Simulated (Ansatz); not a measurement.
# AlFH4NO: the cost of one run

All numbers below are computed with Ansatz 0.2.0 (UKS r2SCANh-D4/def2-SVP).

**1. The structure to begin with**

Bond lengths: Al1–F2 1.940 Å, Al1–N3 1.920 Å, N3–H4 1.060 Å, N3–H5 1.060 Å, Al1–O6 1.780 Å, O6–H7 1.010 Å. Angles: F2–Al1–N3 120.0°, F2–Al1–O6 120.0°, N3–Al1–O6 120.0°, Al1–N3–H4 120.0°, Al1–N3–H5 120.0°, H4–N3–H5 120.0°, Al1–O6–H7 109.5°.

As a file:

```xyz
8

Al    0.0000    0.0000    0.0000
F     0.0000    0.0000    1.9400
N     1.6627    0.0000   -0.9600
H     2.1293   -0.9179   -1.2118
H     2.1141    0.9179   -1.2382
O    -1.5415    0.0000   -0.8900
H    -2.0512   -0.8467   -0.6815
H     0.0000    0.0000    3.1600
```

**2. Pulling towards end A**

Springs on the bonds that form and break draw the guess towards this end; the thresholds are loose.

input.yaml

```yaml
crystal:
  periodic: [false, false, false]
  atoms:
    - { symbol: Al, position_ang: [0.0, 0.0, 0.0] }
    - { symbol: F, position_ang: [0.0, 0.0, 1.94] }
    - { symbol: "N", position_ang: [1.6627, 0.0, -0.96] }
    - { symbol: H, position_ang: [2.1293, -0.9179, -1.2118] }
    - { symbol: H, position_ang: [2.1141, 0.9179, -1.2382] }
    - { symbol: O, position_ang: [-1.5415, 0.0, -0.89] }
    - { symbol: H, position_ang: [-2.0512, -0.8467, -0.6815] }
    - { symbol: H, position_ang: [0.0, 0.0, 3.16] }
magnetization:
  spin_polarized: true
  initial_magnetization: 1
basis:
  gaussian: { orbitals: def2-SVP }
hamiltonian:
  xc: r2scanh
  dispersion: d4
relax:
  f_tol: 0.15
  max_steps: 25
  restrain:
    - { distance: [1, 7], at: 2.12, k: 30.0 }
    - { distance: [0, 1], at: 1.69, k: 30.0 }
output:
  orbitals: {}
```

Started as:

```console
$ ansatz run input.yaml --threads 4 --pin off --max-ram 5120MiB --backend cpu --events-out ev --progress --plain --runs-dir out
```

Q: Estimate wall time and peak memory on 4 threads of Intel Xeon 6975P-C (Granite Rapids), shared host.

About 11 s, with a peak of 0.27 GiB.
